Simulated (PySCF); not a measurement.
# CH5B2Cl: spin-spin couplings and electronic excitations at several levels of theory, part 2 of 2

PySCF 2.14.0. Atoms count from 0. The steps go on from the part before.

### 8 TDDFT and polarisability: B3LYP/def2-SVPD

Job settings and geometry (Å):

```
{"job": {"kind": "uv", "xc": "B3LYP", "basis": "def2-SVPD", "ip": true}, "charge": 0, "multiplicity": 1}
B     -0.882527     0.518369     0.063577
C      0.304926    -0.466144    -0.155730
B      1.529287     0.107655     0.610021
Cl     2.913605     0.758743    -0.247518
H     -1.393081     1.102372    -0.863923
H     -1.298867     0.725168     1.180815
H      0.509203    -0.710209    -1.205767
H      0.028838    -1.363273     0.435799
H      1.573906     0.158833     1.813777
```

Method: TDDFT B3LYP/def2-SVPD, vertical, gas phase, core orbitals frozen in the response.

Standard output:

```text
coarse grid: 7984 points
cycle   1  E = -550.7580968197  dE =  9.435e-02  |g| = 3.468e-01  |ddm| = 3.559e+00
cycle   2  E = -550.7521137483  dE =  5.983e-03  |g| = 3.804e-01  |ddm| = 8.622e-01
cycle   3  E = -550.7905745096  dE = -3.846e-02  |g| = 2.909e-02  |ddm| = 4.273e-01
cycle   4  E = -550.7908016175  dE = -2.271e-04  |g| = 1.219e-02  |ddm| = 6.449e-02
cycle   5  E = -550.7908424488  dE = -4.083e-05  |g| = 2.626e-03  |ddm| = 2.008e-02
cycle   6  E = -550.7908441977  dE = -1.749e-06  |g| = 1.060e-03  |ddm| = 4.936e-03
final grid: 72232 points
cycle   7  E = -550.8548283234  dE = -1.867e-05  |g| = 3.748e-03  |ddm| = 4.754e-02
cycle   8  E = -550.8548264764  dE =  1.847e-06  |g| = 4.588e-03  |ddm| = 9.025e-03
cycle   9  E = -550.8548320005  dE = -5.524e-06  |g| = 1.987e-04  |ddm| = 4.901e-03
cycle  10  E = -550.8548320098  dE = -9.280e-09  |g| = 1.100e-04  |ddm| = 3.714e-04
cycle  11  E = -550.8548320134  dE = -3.628e-09  |g| = 2.323e-05  |ddm| = 1.582e-04
cycle  12  E = -550.8548320135  dE = -1.424e-10  |g| = 5.856e-06  |ddm| = 4.072e-05
converged SCF energy = -550.8548320135

Static polarisability (au): isotropic 56.343, principal 47.610 52.648 68.772

Singlet excitations
state   eV       nm        f      main configurations
  1   4.9650    249.7   0.01082   H->L 0.95
  2   5.5534    223.3   0.00191   H-1->L 0.92
  3   5.9691    207.7   0.02618   H-2->L 0.73, H-3->L 0.13
  4   6.3273    196.0   0.00094   H->L+1 0.87
  5   6.8074    182.1   0.03170   H-3->L 0.72, H-4->L 0.10, H-2->L 0.09
  6   6.9628    178.1   0.00563   H-4->L 0.44, H-1->L+1 0.32, H-3->L 0.11
  7   7.2344    171.4   0.03793   H-1->L+1 0.56, H-4->L 0.39
  8   7.4795    165.8   0.08586   H-2->L+1 0.72, H-5->L 0.10, H-3->L+1 0.09
  9   7.5605    164.0   0.00657   H-5->L 0.78, H-2->L+1 0.12
 10   7.8146    158.7   0.05946   H->L+2 0.92

Triplet excitations (Tamm-Dancoff, eV): 4.5913 5.0246 5.4269 5.9760
Vertical ionisation energy (delta-SCF) = 10.7264 eV
Vertical electron affinity (delta-SCF) = 0.2806 eV
```

Wall time 68 s (1 thread of Arm Neoverse V1, shared host); peak memory 0.59 GiB.

Key values: HOMO -8.35 eV, LUMO -2.26 eV; lowest singlet 4.96 eV.

### 9 Excited states and response: PBE0/def2-SVPD

The job, as its differences from that of step 8:

```diff
@@ -1,2 +1,2 @@
-{"job": {"kind": "uv", "xc": "B3LYP", "basis": "def2-SVPD", "ip": true}, "charge": 0, "multiplicity": 1}
+{"job": {"kind": "uv", "xc": "PBE0", "basis": "def2-SVPD", "ip": true}, "charge": 0, "multiplicity": 1}
 B     -0.882527     0.518369     0.063577
```

With the program's defaults for keys left out, this is: TDDFT PBE0/def2-SVPD, vertical, gas phase, core orbitals frozen in the response.

Standard output:

```text
coarse grid: 7984 points
cycle   1  E = -550.4663688558  dE =  1.110e-01  |g| = 3.032e-01  |ddm| = 3.298e+00
cycle   2  E = -550.4674848959  dE = -1.116e-03  |g| = 3.042e-01  |ddm| = 7.288e-01
cycle   3  E = -550.4916883029  dE = -2.420e-02  |g| = 2.416e-02  |ddm| = 3.427e-01
cycle   4  E = -550.4918459136  dE = -1.576e-04  |g| = 9.705e-03  |ddm| = 5.186e-02
cycle   5  E = -550.4918735346  dE = -2.762e-05  |g| = 1.513e-03  |ddm| = 1.627e-02
cycle   6  E = -550.4918741577  dE = -6.231e-07  |g| = 5.656e-04  |ddm| = 3.130e-03
final grid: 72232 points
cycle   7  E = -550.5515353095  dE = -1.752e-05  |g| = 4.581e-03  |ddm| = 3.911e-02
cycle   8  E = -550.5515341208  dE =  1.189e-06  |g| = 5.132e-03  |ddm| = 1.066e-02
cycle   9  E = -550.5515411510  dE = -7.030e-06  |g| = 3.865e-04  |ddm| = 5.245e-03
cycle  10  E = -550.5515411920  dE = -4.098e-08  |g| = 8.895e-05  |ddm| = 6.670e-04
cycle  11  E = -550.5515411940  dE = -1.991e-09  |g| = 3.211e-05  |ddm| = 1.609e-04
cycle  12  E = -550.5515411943  dE = -3.251e-10  |g| = 7.781e-06  |ddm| = 5.381e-05
converged SCF energy = -550.5515411943

Static polarisability (au): isotropic 55.741, principal 47.137 51.980 68.106

Singlet excitations
state   eV       nm        f      main configurations
  1   5.0677    244.7   0.01089   H->L 0.93
  2   5.5775    222.3   0.00127   H-1->L 0.92
  3   6.0553    204.8   0.02451   H-2->L 0.72, H-3->L 0.13
  4   6.5151    190.3   0.00149   H->L+1 0.83, H-2->L 0.09
  5   6.9569    178.2   0.02485   H-3->L 0.48, H-4->L 0.26, H-1->L+1 0.15
  6   7.1063    174.5   0.02207   H-3->L 0.33, H-1->L+1 0.26, H-4->L 0.23
  7   7.3885    167.8   0.05412   H-1->L+1 0.51, H-4->L 0.42
  8   7.6184    162.7   0.07111   H-2->L+1 0.51, H-5->L 0.32, H-3->L+1 0.09
  9   7.7332    160.3   0.01172   H-5->L 0.57, H-2->L+1 0.31
 10   8.0653    153.7   0.05432   H->L+2 0.90

Triplet excitations (Tamm-Dancoff, eV): 4.6113 4.9561 5.4257 6.0600
Vertical ionisation energy (delta-SCF) = 10.7624 eV
Vertical electron affinity (delta-SCF) = 0.3102 eV
```

Wall time 55 s (1 thread of Arm Neoverse V1, shared host); peak memory 0.59 GiB.

Key values: HOMO -8.58 eV, LUMO -2.06 eV; lowest singlet 5.07 eV.

### 10 Ultraviolet spectrum: BHandHLYP/def2-SVPD

The job, as its differences from that of step 9:

```diff
@@ -1,2 +1,2 @@
-{"job": {"kind": "uv", "xc": "PBE0", "basis": "def2-SVPD", "ip": true}, "charge": 0, "multiplicity": 1}
+{"job": {"kind": "uv", "xc": "BHandHLYP", "basis": "def2-SVPD", "ip": true}, "charge": 0, "multiplicity": 1}
 B     -0.882527     0.518369     0.063577
```

Method: TDDFT BHandHLYP/def2-SVPD, vertical, gas phase, core orbitals frozen in the response.

Standard output:

```text
coarse grid: 7984 points
cycle   1  E = -550.7088906668  dE =  1.933e-01  |g| = 2.920e-01  |ddm| = 3.225e+00
cycle   2  E = -550.7262942476  dE = -1.740e-02  |g| = 1.951e-01  |ddm| = 6.740e-01
cycle   3  E = -550.7363307386  dE = -1.004e-02  |g| = 2.940e-02  |ddm| = 2.939e-01
cycle   4  E = -550.7366152941  dE = -2.846e-04  |g| = 7.434e-03  |ddm| = 6.193e-02
cycle   5  E = -550.7366321778  dE = -1.688e-05  |g| = 1.825e-03  |ddm| = 1.370e-02
cycle   6  E = -550.7366333399  dE = -1.162e-06  |g| = 5.635e-04  |ddm| = 2.810e-03
final grid: 72232 points
cycle   7  E = -550.7782944117  dE = -9.354e-06  |g| = 2.475e-03  |ddm| = 3.071e-02
cycle   8  E = -550.7782948052  dE = -3.935e-07  |g| = 2.163e-03  |ddm| = 5.592e-03
cycle   9  E = -550.7782960202  dE = -1.215e-06  |g| = 1.020e-04  |ddm| = 2.360e-03
cycle  10  E = -550.7782960232  dE = -3.038e-09  |g| = 5.654e-05  |ddm| = 2.529e-04
cycle  11  E = -550.7782960243  dE = -1.065e-09  |g| = 8.853e-06  |ddm| = 9.000e-05
cycle  12  E = -550.7782960243  dE = -3.206e-11  |g| = 2.878e-06  |ddm| = 1.732e-05
converged SCF energy = -550.7782960243

Static polarisability (au): isotropic 53.643, principal 45.921 50.717 64.292

Singlet excitations
state   eV       nm        f      main configurations
  1   5.6085    221.1   0.00896   H->L 0.81, H->L+1 0.10
  2   6.0391    205.3   0.00056   H-1->L 0.70, H-2->L 0.11
  3   6.4316    192.8   0.01247   H-2->L 0.47, H-3->L 0.25, H->L+1 0.12
  4   7.4279    166.9   0.01992   H->L+1 0.53, H-2->L 0.16, H-1->L 0.10
  5   7.6334    162.4   0.01424   H-4->L 0.39, H-3->L 0.28
  6   7.8059    158.8   0.05576   H-3->L 0.28, H-4->L 0.16, H-2->L 0.15
  7   8.0268    154.5   0.08680   H-5->L 0.39, H-1->L+1 0.22
  8   8.4668    146.4   0.01774   H->L+2 0.60, H-5->L 0.14
  9   8.5522    145.0   0.00855   H-1->L+1 0.28, H-2->L+1 0.27, H-4->L 0.14
 10   8.6906    142.7   0.07942   H-2->L+1 0.28, H-5->L 0.17, H-1->L+1 0.13

Triplet excitations (Tamm-Dancoff, eV): 5.1180 5.4006 5.8564 6.6614
Vertical ionisation energy (delta-SCF) = 11.0193 eV
```

It took 55 s on 1 thread of Arm Neoverse V1, shared host; peak memory 0.58 GiB.

Key values: HOMO -9.82 eV, LUMO -0.99 eV; lowest singlet 5.61 eV.

### 11 Ultraviolet spectrum: CAM-B3LYP/def2-SVPD

The job, as its differences from that of step 10:

```diff
@@ -1,2 +1,2 @@
-{"job": {"kind": "uv", "xc": "BHandHLYP", "basis": "def2-SVPD", "ip": true}, "charge": 0, "multiplicity": 1}
+{"job": {"kind": "uv", "xc": "CAM-B3LYP", "basis": "def2-SVPD", "ip": true}, "charge": 0, "multiplicity": 1}
 B     -0.882527     0.518369     0.063577
```

With the program's defaults for keys left out, this is: TDDFT CAM-B3LYP/def2-SVPD, vertical, gas phase, core orbitals frozen in the response.

Standard output:

```text
coarse grid: 7984 points
cycle   1  E = -550.6815205141  dE =  2.017e-01  |g| = 3.071e-01  |ddm| = 3.410e+00
cycle   2  E = -550.6965494068  dE = -1.503e-02  |g| = 2.362e-01  |ddm| = 7.057e-01
cycle   3  E = -550.7108588611  dE = -1.431e-02  |g| = 2.344e-02  |ddm| = 3.312e-01
cycle   4  E = -550.7110656818  dE = -2.068e-04  |g| = 6.942e-03  |ddm| = 6.131e-02
cycle   5  E = -550.7110811429  dE = -1.546e-05  |g| = 1.923e-03  |ddm| = 1.532e-02
cycle   6  E = -550.7110824017  dE = -1.259e-06  |g| = 6.046e-04  |ddm| = 3.327e-03
final grid: 72232 points
cycle   7  E = -550.7764815520  dE = -1.527e-05  |g| = 3.186e-03  |ddm| = 3.464e-02
cycle   8  E = -550.7764818988  dE = -3.468e-07  |g| = 2.995e-03  |ddm| = 7.063e-03
cycle   9  E = -550.7764841703  dE = -2.271e-06  |g| = 1.200e-04  |ddm| = 3.245e-03
cycle  10  E = -550.7764841747  dE = -4.444e-09  |g| = 6.905e-05  |ddm| = 3.476e-04
cycle  11  E = -550.7764841763  dE = -1.574e-09  |g| = 1.185e-05  |ddm| = 1.120e-04
cycle  12  E = -550.7764841764  dE = -6.253e-11  |g| = 4.088e-06  |ddm| = 2.474e-05
converged SCF energy = -550.7764841764

Static polarisability (au): isotropic 55.232, principal 47.077 51.955 66.663

Singlet excitations
state   eV       nm        f      main configurations
  1   5.2989    234.0   0.00844   H->L 0.82, H->L+1 0.11
  2   5.7240    216.6   0.00068   H-1->L 0.78
  3   6.1520    201.5   0.01535   H-2->L 0.55, H-3->L 0.21, H->L+1 0.11
  4   7.0523    175.8   0.01422   H->L+1 0.59, H-2->L 0.16, H->L 0.09
  5   7.2516    171.0   0.01482   H-4->L 0.41, H-3->L 0.24, H-1->L+1 0.15
  6   7.4849    165.6   0.05975   H-3->L 0.36, H-2->L+1 0.13, H-2->L 0.12
  7   7.7017    161.0   0.09903   H-5->L 0.35, H-1->L+1 0.19, H-2->L+1 0.13
  8   8.0675    153.7   0.00184   H-1->L+1 0.37, H-5->L 0.18, H-2->L+1 0.14
  9   8.1604    151.9   0.01019   H->L+2 0.46, H-2->L+1 0.13, H-4->L 0.09
 10   8.3336    148.8   0.07778   H->L+2 0.25, H-2->L+1 0.22, H-5->L 0.17

Triplet excitations (Tamm-Dancoff, eV): 4.8475 5.1352 5.5917 6.3426
Vertical ionisation energy (delta-SCF) = 11.0110 eV
Vertical electron affinity (delta-SCF) = 0.1775 eV
```

Wall time 71 s (1 thread of Arm Neoverse V1, shared host); peak memory 0.61 GiB.

This run: HOMO -9.96 eV, LUMO -0.93 eV; lowest singlet 5.30 eV.

### 12 Run by run: spin-spin couplings

Couplings (Hz), each a mean over the pairs like the one named, with basis size and wall time:

```csv
run,B2–H8,B0–H4,C1–H6,C1–B2,B0–C1,C1–H8,B2–H6,functions,time
B3LYP/def2-TZVP,161.3,135.1,123.3,46.8,39.5,12.3,-9.8,160,20 s
B3LYP/cc-pVTZ,168.8,137.4,115.6,41.6,34.5,9.5,-9.0,194,26 s
B3LYP/6-31G*,176.2,148.8,141.4,55.1,45.9,10.5,-7.4,70,6.8 s
```

### 13 Side by side: electronic excitations

Excitations and ground-state properties, with basis size and wall time:

```csv
run,lowest singlet (eV),brightest (eV),f,gap (eV),α (Å³),μ (D),functions,time
HF/def2-SVPD,6.40,8.78,0.123,13.28,7.55,1.52,127,10 s
LDA/def2-SVPD,4.19,7.04,0.072,4.03,8.85,1.26,127,41 s
PBE/def2-SVPD,4.35,7.12,0.067,4.21,8.69,1.25,127,53 s
B3LYP/def2-SVPD,4.96,7.48,0.086,6.08,8.35,1.30,127,68 s
PBE0/def2-SVPD,5.07,7.62,0.071,6.52,8.26,1.34,127,55 s
BHandHLYP/def2-SVPD,5.61,8.03,0.087,8.83,7.95,1.40,127,55 s
CAM-B3LYP/def2-SVPD,5.30,7.70,0.099,9.03,8.18,1.35,127,71 s
```

### 14 Summary of results

What follows sums up all 2 parts.

| quantity | value |
| --- | --- |
| largest coupling of the table (B3LYP/def2-TZVP) | 1J(B,H) B2–H8, 161.3 Hz |
| lowest singlet (HF/def2-SVPD) | 6.40 eV (194 nm), f = 0.006 |
| brightest single state of those computed | state 5, 8.78 eV, f = 0.123 |
| lowest triplet | 5.59 eV |
| vertical ionisation energy (ΔSCF) | 10.49 eV |
| range of J(B2,H8), mean over like pairs | 161.3 to 176.2 Hz |
| range of the lowest singlet | 4.19 to 6.40 eV |

In words: Single values in the summary come from the first sound run of each kind (B3LYP/def2-TZVP; HF/def2-SVPD), which need not be the best level. Of the pairs tabulated at B3LYP/def2-TZVP, B2–H8 couples most strongly (161.3 Hz; Fermi contact 161.2 Hz). Couplings across rotatable bonds belong to this one conformer; where others are populated, the observed values are averages. The first singlet state (HOMO→LUMO 0.49, HOMO−1→LUMO 0.09) lies at 6.40 eV and is weak; of the 10 states computed, the strongest absorption comes from state 5 at 8.78 eV. The lowest triplet lies 0.81 eV below the lowest singlet (triplets in Tamm-Dancoff, singlets in full TDDFT). At HF/def2-SVPD, the highest states lie near or above the ionisation energy, where they hang on the basis. The orbital energy would give 11.79 eV for ionisation, ΔSCF gives 10.49 eV. The coupling B2–H8, as a mean over pairs of its kind, runs from 161.3 Hz (B3LYP/def2-TZVP) to 176.2 Hz (B3LYP/6-31G*). The lowest singlet runs from 4.19 eV (LDA/def2-SVPD) to 6.40 eV (HF/def2-SVPD), while the orbital gap spans 4.03 to 13.28 eV: the excitation energy moves far less from run to run than the orbital gap does. The lowest state need not be the same one in every run. The runs solved for a few states only, so the brightest column depends on that window. Couplings from bases without tight functions are rough.
